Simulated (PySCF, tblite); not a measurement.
# C4H7ClOSi: geometry, infrared bands and NMR shifts

Wanted: the infrared bands and NMR shifts of C4H7ClOSi (`CC1=CO[Si@@H](Cl)C1`), by calculation.

Computed with tblite 0.8.0 and PySCF 2.14.0, with density-fitted response routines of our own, on a single molecule in the gas phase. Atoms count from 0, in the outputs and in this text.

**1. Starting geometry**

14 atoms, charge 0, multiplicity 1; geometry from: force field or distance geometry start.

Bonds of the start (Å): C0–C1 1.49, C1–C2 1.33, C2–O3 1.39, O3–Si4 1.70, Si4–Cl5 2.04, Si4–C6 1.89, C6–C1 1.53, C0–H7 1.09, C0–H8 1.10, C0–H9 1.10, C2–H10 1.09, Si4–H11 1.49, C6–H12 1.11, C6–H13 1.10.

**2. Optimising the geometry with GFN2-xTB**

The job: settings as JSON, then the geometry in Å.

```
{"job": {"kind": "relax", "xc": "GFN2-xTB", "basis": "xTB"}, "charge": 0, "multiplicity": 1}
C     -1.691200    -1.015900     0.497800
C     -0.560900    -0.218900    -0.047600
C     -0.586200     0.568600    -1.118600
O      0.542400     1.269600    -1.529400
Si     1.786700     0.893500    -0.434800
Cl     2.264800     2.614300     0.545400
C      0.790400    -0.278600     0.659100
H     -1.450900    -2.075600     0.505600
H     -1.921800    -0.708500     1.525300
H     -2.608300    -0.875600    -0.098400
H     -1.449200     0.758800    -1.763700
H      2.964400     0.279900    -1.104800
H      0.713400     0.083200     1.701700
H      1.205700    -1.295200     0.640300
```

Launch:

```sh
$ OMP_NUM_THREADS=1 python probes_run.py task.json out
```

One launch serves the whole session: the jobs run in the order shown.

**Question.** This job is followed by: GFN2-xTB harmonic vibrations, gas phase; GIAO PBE0/pcSseg-1 NMR shielding, non-relativistic, gas phase. What will the session give for the following? strongest single infrared mode (GFN2-xTB); zero-point energy (GFN2-xTB); 13C shifts against TMS (PBE0/pcSseg-1); 1H shifts against TMS (PBE0/pcSseg-1, means over atoms taken as alike); 17O shifts against H2O (PBE0/pcSseg-1); 29Si shifts against TMS (PBE0/pcSseg-1); 35Cl shifts against HCl (PBE0/pcSseg-1).

The runs gave:

| quantity | value |
| --- | --- |
| strongest single infrared mode (GFN2-xTB) | 2337 cm⁻¹, 234 km/mol |
| zero-point energy (GFN2-xTB) | 63.3 kcal/mol |
| 13C shifts against TMS (PBE0/pcSseg-1) | 148.7, 119.6, 27.3, 18.1 ppm |
| 1H shifts against TMS (PBE0/pcSseg-1, means over atoms taken as alike) | 6.38, 5.73, 1.82, 1.58, 1.55 ppm |
| 17O shifts against H2O (PBE0/pcSseg-1) | 136.6 ppm |
| 29Si shifts against TMS (PBE0/pcSseg-1) | 19.5 ppm |
| 35Cl shifts against HCl (PBE0/pcSseg-1) | 51 ppm |

What this shows: The optimisation took 47 steps and gained 0.152 eV; among the close pairs (by a distance rule), O3–Si4 changed most, from 1.699 to 1.645 Å. No mode is imaginary among the 36: a minimum at this level. The strongest single mode, at 2337 cm⁻¹, moves mainly H11. Unscaled tight-binding wavenumbers are off by several per cent, some by more. Its intensities can rank the bands wrongly. The most deshielded carbon is C2 (alkene carbon bearing oxygen), at 148.7 ppm: an sp2 carbon further deshielded by the attached heteroatom. The most deshielded hydrogen is H10 (hydrogen on an alkene carbon bearing oxygen), at 6.38 ppm: olefinic region. At PBE0/pcSseg-1: The largest span, 215 ppm, is at Cl5, where the paramagnetic term is -249 ppm.
